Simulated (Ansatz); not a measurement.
# InCNF2 (SMILES N#[C][In]([F])[F]): revPBE/def2-SVPD (core potential)

Aim: the electronic atomisation energy of InCNF2 at revPBE/def2-SVPD (core potential), from 5 runs. 

The results are computed with Ansatz 0.2.0.

45 further runs of the same task are left out: 1 that didn't finish, 44 set aside as unsound or not needed. Runs told in other sessions of the task aren't counted.

## (1) Starting point

InCNF2 has 5 atoms, charge 0, and is taken as a singlet. SMILES: `N#[C][In]([F])[F]`. The shape is that of a PBE0-D4/def2-TZVP optimisation.

Bond lengths: N1–C2 1.152 Å, C2–In3 2.072 Å, In3–F4 1.919 Å, In3–F5 1.919 Å. Angles: N1–C2–In3 180.0°, C2–In3–F4 123.5°, C2–In3–F5 123.5°, F4–In3–F5 112.9°.

## (2) A single-point energy at revPBE/def2-SVPD (core potential)

Contents of input.yaml:

```yaml
crystal:
  periodic: [false, false, false]
  atoms:
    - symbol: N
      position_ang: [1.298000, -1.592200, 1.589600]
    - symbol: C
      position_ang: [0.724900, -0.890300, 0.878600]
    - symbol: In
      position_ang: [-0.306000, 0.372300, -0.400300]
    - symbol: F
      position_ang: [-1.872100, -0.154800, -1.375500]
    - symbol: F
      position_ang: [0.205100, 2.191400, -0.733700]
basis:
  gaussian: {orbitals: def2-SVPD}
hamiltonian: {xc: {name: revPBE}}
accuracy: high
output: {orbitals: {seedname: orbitals}}
```

On the command line:

```console
ansatz run input.yaml --threads 1 --pin off --max-ram 3480MiB --events-out events.jsonl --progress --plain --runs-dir runs
```

The log of the run:

```text
Warning: RAYON_NUM_THREADS=1 ignored (pool sized by the plan → 1); use --threads N
Functional definition: revPBE
  name "revPBE"
  parameter kappa = 1.245
  parameter beta = 0.06672455060314922
  exchange = pbe_x(kappa = kappa, mu = beta*pi^2/3)
  correlation = pbe_c(beta = beta)
2489 factors; integrals over basis functions are off by at most 2.9e-9 eV
mean field evaluation 1: about -13117.5645 eV, gradient 7.3e1 eV
mean field evaluation 2: about -13035.7213 eV, gradient 2.1e2 eV
mean field evaluation 4: about -13127.1008 eV, gradient 2.4e1 eV
mean field evaluation 8: about -13128.2800 eV, gradient 3.1e-1 eV
mean field evaluation 16: about -13128.2776 eV, gradient 5.9e-6 eV
mean field -13128.27762435 eV, -482.4553040287 hartree, gradient 7.1e-9 eV, S^2 0.000000; 0 other end points of the search recorded, 0 dependent functions left out
reference -13128.27763102 eV, -482.4553042739 hartree; 26, 26 occupied and 92, 92 virtual orbitals, 2489 factors
Total energy: -13128.27763102 eV, -482.4553042739 hartree
```

Run time: 11 s. Hardware: 1 thread of Arm Neoverse V1, shared host; peak memory 0.35 GiB.

## (3) The C atom

Contents of run.yaml:

```yaml
crystal:
  periodic: [false, false, false]
  atoms:
    - symbol: C
      position_ang: [0.000000, 0.000000, 0.000000]
basis:
  gaussian:
    orbitals: def2-SVPD
magnetization:
  spin_polarized: true
  initial_magnetization: 2
hamiltonian:
  xc: {name: revPBE}
accuracy: high
```

Run the same way, it converges to -37.80194 Eh (log not shown).

## (4) The F atom, same level

Contents of job.yaml:

```yaml
crystal:
  periodic: [false, false, false]
  atoms:
    - {symbol: F, position_ang: [0.000000, 0.000000, 0.000000]}
basis:
  gaussian:
    orbitals: def2-SVPD
magnetization:
  spin_polarized: true
  initial_magnetization: 1
hamiltonian:
  xc: {name: revPBE}
accuracy: high
```

On the command line:

```console
ansatz run job.yaml --threads 1 --pin off --max-ram 3480MiB --events-out events.jsonl --progress --plain --runs-dir runs
```

The log of the run, cut to the lines that bear on the results:

```text
Warning: RAYON_NUM_THREADS=1 ignored (pool sized by the plan → 1); use --threads N
[... 6 set-up lines as earlier in the session ...]
194 factors; integrals over basis functions are off by at most 1.8e-9 eV
mean field evaluation 1: about -2710.6926 eV, gradient 5.6e0 eV
mean field evaluation 2: about -2710.7106 eV, gradient 5.1e0 eV
mean field evaluation 4: about -2710.7931 eV, gradient 7.7e-3 eV
mean field evaluation 8: about -2710.7932 eV, gradient 9.7e-5 eV
mean field evaluation 16: about -2710.7926 eV, gradient 1.6e-1 eV
mean field evaluation 32: about -2710.7932 eV, gradient 6.0e-4 eV
mean field -2710.79316998 eV, -99.6198115550 hartree, gradient 7.3e-9 eV, S^2 0.751349; 2 other end points of the search recorded, 0 dependent functions left out
reference -2710.79317290 eV, -99.6198116626 hartree; 5, 4 occupied and 18, 19 virtual orbitals, 194 factors
Total energy: -2710.79317290 eV, -99.6198116626 hartree
```

Wall time 0.64 s (1 thread of Arm Neoverse V1, shared host).

## (5) The In atom at the same level

Contents of in.yaml:

```yaml
basis:
  gaussian: {orbitals: def2-SVPD}
crystal:
  periodic: [false, false, false]
  atoms:
    - {symbol: In, position_ang: [0.000000, 0.000000, 0.000000]}
magnetization: {spin_polarized: true, initial_magnetization: 1}
accuracy: high
total_charge: 0
hamiltonian: {xc: {name: revPBE}}
```

Run the same way, it converges to -190.16544 Eh (log not shown).

## (6) The N atom at the same level

Contents of job.yaml:

```yaml
crystal:
  periodic: [false, false, false]
  atoms:
    - {symbol: "N", position_ang: [0.000000, 0.000000, 0.000000]}
basis:
  gaussian:
    orbitals: def2-SVPD
accuracy: high
magnetization:
  spin_polarized: true
  initial_magnetization: 3
hamiltonian:
  xc: {name: revPBE}
```

Run the same way, it converges to -54.52357 Eh (log not shown).

## (7) Summary of results

Level: revPBE/def2-SVPD (core potential).

| quantity | value |
| --- | --- |
| molecule: total energy | -482.45530 Eh |
| molecule: HOMO energy | -9.03 eV |
| molecule: LUMO energy | -3.77 eV |
| molecule: HOMO–LUMO gap | 5.26 eV |
| C atom: total energy | -37.80194 Eh |
| C atom: ⟨S²⟩ | 2.003 |
| F atom: total energy | -99.61981 Eh |
| F atom: ⟨S²⟩ | 0.751 |
| In atom: total energy | -190.16544 Eh |
| In atom: ⟨S²⟩ | 0.752 |
| N atom: total energy | -54.52357 Eh |
| N atom: ⟨S²⟩ | 3.753 |
| electronic atomisation energy | 19.721 eV |

**Reading.** Taking the molecule apart into free atoms costs 19.72 eV (455 kcal/mol), before zero-point energy and without spin-orbit coupling.
